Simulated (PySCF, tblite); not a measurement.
**C₆H₉BN₂: geometry, infrared bands and NMR shifts**

Wanted: the infrared bands and NMR shifts of C₆H₉BN₂ (`C=C/C=C/B(C#N)NC`), by calculation.

Computed with tblite 0.8.0 and PySCF 2.14.0, with density-fitted response routines of our own, on a single molecule in the gas phase. Atoms are numbered from 0 throughout.

## 1. The starting structure

18 atoms, charge 0, multiplicity 1; geometry from: force field or distance geometry start.

Bonds of the start (Å): C0–C1 1.33, C1–C2 1.45, C2–C3 1.33, C3–B4 1.58, B4–C5 1.57, C5–N6 1.17, B4–N7 1.53, N7–C8 1.43, C0–H9 1.06, C0–H10 1.07, C1–H11 1.08, C2–H12 1.09, C3–H13 1.08, N7–H14 1.02, C8–H15 1.12, C8–H16 1.09, C8–H17 1.12.

## 2. Relaxing the molecule with GFN2-xTB

Job settings and geometry (Å):

```
{"job": {"kind": "relax", "xc": "GFN2-xTB", "basis": "xTB"}, "charge": 0, "multiplicity": 1}
C      3.972800    -0.574200    -0.548900
C      2.853100     0.008200    -0.125200
C      1.540300    -0.595400    -0.262900
C      0.515300     0.113500     0.210700
B     -0.971900    -0.413400     0.135600
C     -1.557500    -0.803900    -1.264200
N     -1.975800    -1.099300    -2.321000
N     -2.024100     0.157300     1.091800
C     -3.338900    -0.193700     0.645900
H      4.010100    -1.516800    -1.041700
H      4.888400    -0.041100    -0.383900
H      2.936700     0.960600     0.376600
H      1.381200    -1.562700    -0.745400
H      0.638400     1.066900     0.703600
H     -1.816000     0.011800     2.076700
H     -3.523000     0.385500    -0.291000
H     -3.376900    -1.254100     0.383000
H     -4.161000     0.092200     1.348700
```

On the command line:

```
$ OMP_NUM_THREADS=1 python probes_run.py task.json out
```

One launch serves the whole session: the jobs run in the order shown.

**Question.** This job is followed by: GFN2-xTB harmonic vibrations, gas phase; GIAO PBE0/pcSseg-1 NMR shielding, non-relativistic, gas phase. Predict these results of the whole session: strongest single infrared mode (GFN2-xTB); zero-point energy (GFN2-xTB); 13C shifts against TMS (PBE0/pcSseg-1); 1H shifts against TMS (PBE0/pcSseg-1, means over atoms taken as alike); 11B shifts against BF3·OEt2 (PBE0/pcSseg-1); 15N shifts against NH3 (PBE0/pcSseg-1); surface potential, 1st and 99th percentile.

**Answer**, as computed:

| quantity | value |
| --- | --- |
| strongest single infrared mode (GFN2-xTB) | 1464 cm⁻¹, 132 km/mol |
| zero-point energy (GFN2-xTB) | 88.1 kcal/mol |
| 13C shifts against TMS (PBE0/pcSseg-1) | 162.1, 147.5, 139.5, 132.0, 128.0, 36.7 ppm |
| 1H shifts against TMS (PBE0/pcSseg-1, means over atoms taken as alike) | 7.46, 6.73, 6.02, 5.91, 5.79, 4.23, 3.36 ppm |
| 11B shifts against BF3·OEt2 (PBE0/pcSseg-1) | 24.0 ppm |
| 15N shifts against NH3 (PBE0/pcSseg-1) | 358.7, 131.3 ppm |
| surface potential, 1st and 99th percentile | -1.87 V and 1.98 V |

What this shows: Relaxing lowered the energy by 1.164 eV in 194 steps; the close pair that moved most is B4–N7, from 1.532 to 1.385 Å. No mode is imaginary among the 48: a minimum at this level. The strongest single mode, at 1464 cm⁻¹, has its largest shares on N7, B4, H15 and H17 (the list is cut at 4 atoms). GFN2-xTB is a fitted tight-binding method: band positions and strengths are rough. Its intensities can rank the bands wrongly. At PBE0/pcSseg-1: The widest tensor belongs to N6: span 518 ppm, with a paramagnetic part of -431 ppm. At PBE0/pcSseg-1, counted by nearest atom on the grid, the HOMO lies on C0, C3 about 23 % each; C1, C2 about 12 % each, the LUMO on B4 18 %; C0, C2 about 15 % each.
